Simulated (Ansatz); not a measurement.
Crystal: NiMoIrPdW.

```xyz
5
Lattice="4.1170 0.0000 0.0000 -2.0585 3.5655 0.0000 0.0000 0.0000 5.4458" Properties=species:S:1:pos:R:3 pbc="T T T"
Ni    0.0000    0.0000    5.2157
Mo    2.0585    1.1885    5.2367
Pd    2.0585    1.1885    2.5211
Ir    0.0000    2.3770    3.9521
W     0.0000    2.3770    1.2875
```

The cell was built by a generator and needn't be a form met in nature.

```yaml
Program: Ansatz 0.2.0
Task: relaxation of cell and atoms
Functional: PBEsol
Potentials_or_basis: all-electron PAW datasets made for the crystal
k_mesh: 5 × 5 × 3
Occupations: fermi-dirac, width 0.05 eV
Spin: collinear spin, ferromagnetic start
Starting_moments: "[1.0, 1.0, 0.0, 0.6, 0.0] μB"
```

At the start: volume 15.99 Å³/atom.

Question: Where does the relaxation end?

Answer: Over 5 steps the energy falls by 14.3 meV/atom and the volume is 15.44 Å³/atom (-3.4 %); space group P3m1 (No. 156, to 0.05 Å); moment 0.00 μB per cell.

The path:
```tsv
step	energy change (eV)	largest force (eV/Å)	volume (Å³)
1	0.0000	0.1634	79.94
2	-0.0705	0.0296	77.44
3	-0.0714	0.0089	77.19
4	-0.0715	0.0060	77.20
5	-0.0715	0.0060	77.20
```

Final structure:
```yaml
crystal:
  lattice:
    - [4.06420, 0.00000, 0.00000]
    - [-2.03210, 3.51970, 0.00000]
    - [0.00000, 0.00000, 5.39673]
  atoms:
    - { symbol: Ni, position: [0.00000, 0.00000, 0.95778] }
    - { symbol: Mo, position: [0.66667, 0.33333, 0.96015] }
    - { symbol: Pd, position: [0.66667, 0.33333, 0.46277] }
    - { symbol: Ir, position: [0.33333, 0.66667, 0.72559] }
    - { symbol: W, position: [0.33333, 0.66667, 0.23817] }
```

Caveat: the k mesh is coarse (spacing up to 0.38 Å⁻¹), so the values aren't converged; the k mesh is thin for a metal, which can move the energy by tens of meV per atom; the program listed the state as in doubt; the starting moments weren't kept.
